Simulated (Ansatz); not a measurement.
# Rb7Au: the cost of one run

Computed with Ansatz 0.2.0 (DFT PBE, scalar-relativistic, plane waves, PAW, unless a step's input says otherwise).

## (1) The system as given

Symmetry: Fm-3m, No. 225, cubic system. Conventional cell: a = 10.602 Å, b = 10.602 Å, c = 10.602 Å, α = 90.00°, β = 90.00°, γ = 90.00°. Rb (site symmetry mmm) is surrounded by 10 Rb at 3.75 Å and 2 Au at 3.75 Å. Rb (site symmetry m-3m) has 12 Rb at 3.75 Å as nearest neighbours. Au (site symmetry m-3m) is surrounded by 12 Rb at 3.75 Å.

Coordinates:

```cif
data_structure
_symmetry_space_group_name_H-M 'P 1'
_symmetry_Int_Tables_number 1
_cell_length_a 7.4967
_cell_length_b 7.4967
_cell_length_c 7.4967
_cell_angle_alpha 60.000
_cell_angle_beta 60.000
_cell_angle_gamma 60.000
_cell_volume 297.92
loop_
_atom_site_label
_atom_site_type_symbol
_atom_site_fract_x
_atom_site_fract_y
_atom_site_fract_z
_atom_site_occupancy
Rb1 Rb 0.50000 0.00000 0.00000 1
Rb2 Rb 0.00000 0.50000 0.50000 1
Rb3 Rb 0.00000 0.50000 0.00000 1
Rb4 Rb 0.50000 0.00000 0.50000 1
Rb5 Rb 0.00000 0.00000 0.50000 1
Rb6 Rb 0.50000 0.50000 0.00000 1
Rb7 Rb 0.50000 0.50000 0.50000 1
Au1 Au 0.00000 0.00000 0.00000 1
```

A structure generator made this guess: species swapped into a database cell of Zn7Tc (Fm-3m, No. 225), with Rb on the Zn sites and Au on the Tc sites. Lengths come from tabulated atomic sizes and are only a guess.

## (2) The guess as it stands, on a coarse mesh

Contents of input.yaml:

```yaml
crystal:
  lattice:
    - [0.0, 5.30099645, 5.30099645]
    - [5.30099645, 0.0, 5.30099645]
    - [5.30099645, 5.30099645, 0.0]
  atoms:
    - { symbol: Rb, position: [0.5, 0.0, 0.0] }
    - { symbol: Rb, position: [0.0, 0.5, 0.5] }
    - { symbol: Rb, position: [0.0, 0.5, 0.0] }
    - { symbol: Rb, position: [0.5, 0.0, 0.5] }
    - { symbol: Rb, position: [0.0, 0.0, 0.5] }
    - { symbol: Rb, position: [0.5, 0.5, 0.0] }
    - { symbol: Rb, position: [0.5, 0.5, 0.5] }
    - { symbol: Au, position: [0.0, 0.0, 0.0] }
basis:
  ecutwfc: 420
kpoints:
  mp_grid: { grid: [4, 4, 4] }
hamiltonian:
  xc: pbe
scf:
  occupations: { method: gaussian, width: 0.1 }
  lower_state_search: "off"
output:
  forces: true
  stress: true
  eigenvalues: true
```

On the command line:

```
> ansatz run input.yaml --threads 1 --pin off --max-ram 2048MiB --backend cpu --events-out ev --progress --plain --runs-dir out
```

What time and memory should one allow on 1 thread of Intel Xeon Platinum 8488C (Sapphire Rapids), shared host?

About 5 s, with a peak of 0.59 GiB.
